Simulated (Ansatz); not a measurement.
# CH₂I+: energies up the ladder

Wanted for CH₂I+: energies up the ladder. Charge +1.

Method: the levels named in each step, in Ansatz 0.2.0.

## 1. Starting point

Bond lengths: C1–I2 1.978 Å, C1–H3 1.092 Å, C1–H4 1.092 Å. Angles: I2–C1–H3 120.2°, I2–C1–H4 120.2°, H3–C1–H4 119.6°.

Coordinates:

```xyz
4

C    -1.7452    0.0802    0.3031
I     0.2015   -0.0092   -0.0350
H    -2.3415    0.8858   -0.1310
H    -2.2298   -0.6758    0.9250
```

## 2. A rough first relaxation, PBE-D4/def2-SVP

File input.yaml:

```yaml
crystal:
  periodic: [false, false, false]
  atoms:
    - { symbol: C, position_ang: [-1.74525, 0.08016, 0.30308] }
    - { symbol: I, position_ang: [0.20148, -0.00925, -0.035] }
    - { symbol: H, position_ang: [-2.34153, 0.88576, -0.13099] }
    - { symbol: H, position_ang: [-2.22985, -0.67578, 0.92498] }
total_charge: 1
basis:
  gaussian: { orbitals: def2-SVP }
hamiltonian:
  xc: pbe
  dispersion: d4
relax:
  f_tol: 0.03
  max_steps: 200
```

On the command line:

```console
> ansatz run input.yaml --threads 2 --pin off --max-ram 5120MiB --backend cpu --events-out ev --progress --plain --runs-dir out
```

After this run come: Relaxation, PBE0-D4/def2-TZVPP; Frequencies, PBE0-D4/def2-TZVPP; Single point, PBE-D4/def2-TZVPP; Single point, r2SCAN-D4/def2-TZVPP; Single point, B3LYP-D4/def2-TZVPP; Single point, wB97M-V/def2-TZVPP; Single point, B2PLYP/def2-TZVPP; Single point, LDA/def2-TZVPP; Single point, PBE0-D4/def2-SVP; Single point, PBE-D4/def2-SVP; Single point, CCSD(T)/def2-TZVPP; Single point, CCSD(T)/def2-QZVPP.

What does the calculation give? Wanted: C1–I2 at PBE0-D4/def2-TZVPP; frequencies at PBE0-D4/def2-TZVPP; energy at CCSD(T)/CBS.

**Answer**, as computed:

| quantity | value |
| --- | --- |
| C1–I2 at PBE0-D4/def2-TZVPP | 1.932 Å |
| frequencies at PBE0-D4/def2-TZVPP | 779 to 3264 cm⁻¹ |
| energy at CCSD(T)/CBS | -9150.876 eV |

**Reading.** No mode is imaginary, so the geometry is a minimum. These totals serve in differences with atoms or fragments at the same level; alone they don't rank the methods. A T1 diagnostic of 0.027 (charge +1) lies over the usual mark for one of the runs, a hint of some multireference character there. Heavy atoms carry effective core potentials in def2 sets, and spin-orbit coupling is left out.
